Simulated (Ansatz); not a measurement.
# F2HOSi radical: up Jacob's ladder to CCSD(T)

Aim: compute F2HOSi radical with functionals from several rungs and with coupled cluster. The yardstick is the atomisation energy at the CCSD(T) limit.

The runs use Ansatz 0.2.0, Gaussian basis; functionals in def2-TZVPP, the program's frozen cores in correlated methods.

The runs, in order: LDA (SPW92), PBE-D4, revPBE-D4, BLYP-D4, r2SCAN-D4, B97M-V, PBE0-D4, B3LYP-D4, r2SCANh-D4, r2SCAN0-D4, HSE06-D4, BHLYP-D4, CAM-B3LYP-D4, LC-ωPBE, ωB97X-V, ωB97M-V, B2PLYP, PBE-QIDH; CCSD(T)/def2-SVP; CCSD(T)/def2-TZVPP; CCSD(T)/def2-QZVPP; extrapolation to the limit; RPA on PBE.

## Step 1: The geometry

The geometry comes from an earlier relaxation with PBE0-D4 in a triple-zeta def2 set; it is a stationary point.

SMILES `O[Si](F)F`, 5 atoms, charge 0, spin multiplicity 2.

Atoms are counted from 1 here; the program's logs count them from 0.

Bond lengths: O1–Si2 1.627 Å, O1–H5 0.959 Å, Si2–F3 1.584 Å, Si2–F4 1.592 Å. Angles: Si2–O1–H5 118.5°, O1–Si2–F3 105.6°, O1–Si2–F4 111.0°, F3–Si2–F4 107.4°.

## Step 2: LDA

This LDA is Slater exchange with PW92 correlation.

in.yaml reads:

```yaml
crystal:
  periodic: [false, false, false]
  atoms:
    - {symbol: O, position_ang: [0.145112, 1.088206, -0.213660]}
    - {symbol: Si, position_ang: [-0.086154, -0.365897, 0.478812]}
    - {symbol: F, position_ang: [1.362949, -0.934998, 0.770382]}
    - {symbol: F, position_ang: [-0.798627, -1.370243, -0.530200]}
    - {symbol: H, position_ang: [-0.623270, 1.582932, -0.505325]}
basis:
  gaussian: {orbitals: def2-TZVPP}
magnetization: {spin_polarized: true, initial_magnetization: 1}
hamiltonian: {xc: lda}
output: {orbitals: {seedname: orbitals}}
```

Command:

```bash
> ansatz run in.yaml --threads 2 --pin off --events-out ev --progress --plain --max-ram 32768MiB --backend cpu
```

The runs that follow: PBE-D4 (GGA); revPBE-D4 (GGA); BLYP-D4 (GGA); r2SCAN-D4 (meta-GGA); B97M-V (meta-GGA); B3LYP-D4 (hybrid); r2SCANh-D4 (hybrid); r2SCAN0-D4 (hybrid); HSE06-D4 (hybrid); BHLYP-D4 (hybrid); CAM-B3LYP-D4 (range-separated); LC-ωPBE (range-separated); ωB97X-V (range-separated); ωB97M-V (range-separated); B2PLYP (double hybrid); PBE-QIDH (double hybrid); CCSD(T) in def2-SVP; CCSD(T) in def2-TZVPP; CCSD(T) in def2-QZVPP; RPA on PBE orbitals.

Q: Predict the results of all the runs planned. Wanted: atomisation energy, CCSD(T)/CBS; farthest beyond LDA; mean size of error, GGA; mean size of error, meta-GGA; mean size of error, hybrid; mean size of error, range-separated; mean size of error, double hybrid; gap, smallest and largest; T1 diagnostic.

The runs gave:

| quantity | value |
| --- | --- |
| atomisation energy, CCSD(T)/CBS | 21.299 eV |
| functionals within 0.106 eV (0.5 %) | r2SCAN-D4 |
| farthest beyond LDA | BHLYP-D4 (-1.385 eV) |
| mean size of error, GGA | 0.314 eV |
| mean size of error, meta-GGA | 0.155 eV |
| mean size of error, hybrid | 0.652 eV |
| mean size of error, range-separated | 0.206 eV |
| mean size of error, double hybrid | 0.465 eV |
| gap, smallest and largest | 1.50 eV (LDA (SPW92)), 9.54 eV (LC-ωPBE) |
| T1 diagnostic | 0.0139 |
| triples share of the correlation energy | 3.0 % |

The LDA atomisation energy is off by 3.304 eV (16 %): it overbinds. PBE-D4 misses by +0.192 eV. Double hybrids carry the basis error of their MP2 part in triple zeta, and no dispersion term here, so their miss is partly the set-up's. Taken by rung, meta-GGA functionals do best (0.155 eV on average) and hybrid ones worst beyond LDA (0.652 eV). The gap between the best rungs is small, so their order is not settled. The mean of the hybrids holds BHLYP, with half exact exchange. Misses under about 0.106 eV are within the doubt on the reference itself, which lacks core-valence correlation, relativity and higher excitations. Hartree-Fock recovers 71 % of the binding; the rest is correlation. CCSD(T) in def2-SVP is off by -2.432 eV, so the small basis spoils what the method gains. Orbital gaps span 1.5 to 9.5 eV; exact exchange widens them.
